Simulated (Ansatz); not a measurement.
Gd2N2 in a box, plane waves

Ansatz 0.2.0, DFT PBE, spin-orbit coupling, plane waves, PAW, molecule in a box. The geometry was relaxed with Gaussian bases (BP86; Gd lcecp-1-SVP with ECP53, N def2-SVP).

```yaml
crystal:
  lattice:
    - [11.77, 0.0, 0.0]
    - [0.0, 9.0, 0.0]
    - [0.0, 0.0, 12.08]
  atoms:
    - { symbol: Gd, position: [0.50015038, 0.5, 0.62766391], spin: 7.0, spin_axis: [0.0, 0.0, 1.0] }
    - { symbol: Gd, position: [0.50015038, 0.5, 0.37251656], spin: 7.0, spin_axis: [0.0, 0.0, 1.0] }
    - { symbol: "N", position: [0.61797281, 0.5, 0.50009023] }
    - { symbol: "N", position: [0.38232795, 0.5, 0.50009023] }
basis:
  ecutwfc: 420
  ecutrho_ratio: 4
kpoints:
  mp_grid: { grid: [1, 1, 1] }
hamiltonian:
  xc: pbe
scf:
  occupations: { method: gaussian, width: 0.01 }
output:
  forces: true
  eigenvalues: true
  populations: true
  hubbard: { sites: [{ species: Gd, l: f }] }
  write_density: true
  write_potential: true
  elf: true
  volumetric_format: npy
magnetization:
  noncollinear: true
  spin_orbit: true
```

Command:
```sh
ansatz run input.yaml --threads 2 --pin off --max-ram 5120MiB --backend cpu --events-out ev --progress --plain --runs-dir out
```
It took 57 s on 2 threads of Intel(R) Xeon(R) 6975P-C (Granite Rapids), with other jobs on the host, peak memory 2.2 GiB.

(1) How does the SCF go?

(2) Which levels lie next to the highest filled one (eV, counted from it)?

(3) How is the f shell of Gd1 filled?

(4) How is the f shell of Gd2 filled?

(5) What forces are left at this geometry, relaxed with Gaussian bases (eV/Å)?

The open shells may stand above their lowest state.

The forces come from the other functional as well as from the basis.

An lcecp potential fixes the number of 4f electrons, so in runs with it no electron can move into or out of that shell.

Answers

(1) 
```
SCF iter   1: F=—  HF=-19461.058106 eV  |F-HF|=—  |Δ(HF+E_count)|=         —  Δρ=1.17e-1
preconditioner: auto → Resta (q_TF=auto, 1.567 Å⁻¹)  ε∞=2.3  [insulator: Δε(μ)=2.566 eV  Ē_g=4.569 eV  σ=0.010 eV  W_gap=1.00  n_s
spin=Noncollinear: Resta preconditioning applied to the charge; magnetization (m_x, m_y, m_z) channels mix plain (no charge-respon
SCF iter   2: F=—  HF=-19441.425788 eV  |F-HF|=—  |Δ(HF+E_count)|=    1.96e1  Δρ=4.64e-2
SCF iter   3: F=—  HF=-19448.826481 eV  |F-HF|=—  |Δ(HF+E_count)|=    7.40e0  Δρ=2.82e-2
...
eigensolver tolerance schedule: the retry pair's looser diagonalisation over-reported the residual by 33252.30 of it (diagonalisat
preconditioner: auto → Resta (q_TF=auto, 1.567 Å⁻¹)  ε∞=2.2  [insulator: Δε(μ)=0.825 eV  Ē_g=5.236 eV  σ=0.010 eV  W_gap=1.00  n_s
spin=Noncollinear: Resta preconditioning applied to the charge; magnetization (m_x, m_y, m_z) channels mix plain (no charge-respon
SCF iter   2: F=—  HF=-19450.780809 eV  |F-HF|=—  |Δ(HF+E_count)|=   1.43e-4  Δρ=3.57e-6
SCF iter   3: F=-19450.780809 eV  HF=-19450.780809 eV  |F-HF|=1.24e-10  |Δ(HF+E_count)|=   1.10e-8  Δρ=2.78e-6
```

(2) Filled: -1.15, -1.00, -0.96, -0.80, -0.74, -0.65, -0.54, -0.54, -0.35, 0.00. Empty: 0.83, 1.09, 1.49, 1.68, 1.71, 1.73, 1.86, 1.88.

(3) Natural occupations, full = 1; spinor: 0.00, 0.02, 0.02, 0.02, 0.04, 0.05, 0.08, 0.99, 1.00, 1.00, 1.00, 1.00, 1.00, 1.00; in all 7.20 e. Spin moment (0.00, 0.00, 6.72) μB, orbital moment (0.00, 0.00, 0.05) μB.

(4) Natural occupations, full = 1; spinor: 0.00, 0.02, 0.02, 0.02, 0.04, 0.05, 0.08, 0.99, 1.00, 1.00, 1.00, 1.00, 1.00, 1.00; in all 7.20 e. Spin moment (0.00, 0.00, 6.72) μB, orbital moment (0.00, 0.00, 0.05) μB.

(5) 
```
Gd   0.00  0.00 -1.07
Gd   0.00  0.00  1.07
N   -1.02  0.00  0.00
N    1.02  0.00  0.00
```
